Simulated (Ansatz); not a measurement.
# In4O: the cost of one run

Method: DFT PBE, scalar-relativistic, plane waves, PAW, in Ansatz 0.2.0.

## (1) Starting point

It takes space group Im-3m (No. 229, cubic). Conventional cell: a = 5.973 Å, b = 5.973 Å, c = 5.973 Å, α = 90.00°, β = 90.00°, γ = 90.00°. In (site symmetry -3m) has 2 O at 2.59 Å in its first shell of neighbours. Around O (site symmetry m-3m) lie 8 In at 2.59 Å.

Structure file:

```xyz
5
Lattice="-2.9866 2.9866 2.9866 2.9866 -2.9866 2.9866 2.9866 2.9866 -2.9866" Properties=species:S:1:pos:R:3 pbc="T T T"
In    1.4933    1.4933    1.4933
In   -1.4933    1.4933    1.4933
In    1.4933    1.4933   -1.4933
In    1.4933   -1.4933    1.4933
O     0.0000    0.0000    0.0000
```

The cell is invented: species swapped into a database cell of Hg4Pt (Im-3m, No. 229), with In on the Hg sites and O on the Pt sites. Lengths come from tabulated atomic sizes and are only a guess.

## (2) A first look at the guess

input.yaml reads:

```yaml
crystal:
  lattice:
    - [-2.98658876, 2.98658876, 2.98658876]
    - [2.98658876, -2.98658876, 2.98658876]
    - [2.98658876, 2.98658876, -2.98658876]
  atoms:
    - { symbol: In, position: [0.5, 0.5, 0.5] }
    - { symbol: In, position: [0.5, 0.0, 0.0] }
    - { symbol: In, position: [0.0, 0.0, 0.5] }
    - { symbol: In, position: [0.0, 0.5, 0.0] }
    - { symbol: O, position: [0.0, 0.0, 0.0] }
basis:
  ecutwfc: 420
kpoints:
  mp_grid: { grid: [4, 4, 4] }
hamiltonian:
  xc: pbe
scf:
  occupations: { method: gaussian, width: 0.1 }
  lower_state_search: "off"
output:
  forces: true
  stress: true
  eigenvalues: true
```

Command:

```bash
$ ansatz run input.yaml --threads 1 --pin off --max-ram 2560MiB --backend cpu --events-out ev --progress --plain --runs-dir out
```

**Question.** How long does this run take on 1 thread of Intel Xeon at 2.50GHz (Skylake/Cascade Lake), shared host, and how much memory does it need?

About 4.1 s, with a peak of 0.37 GiB.
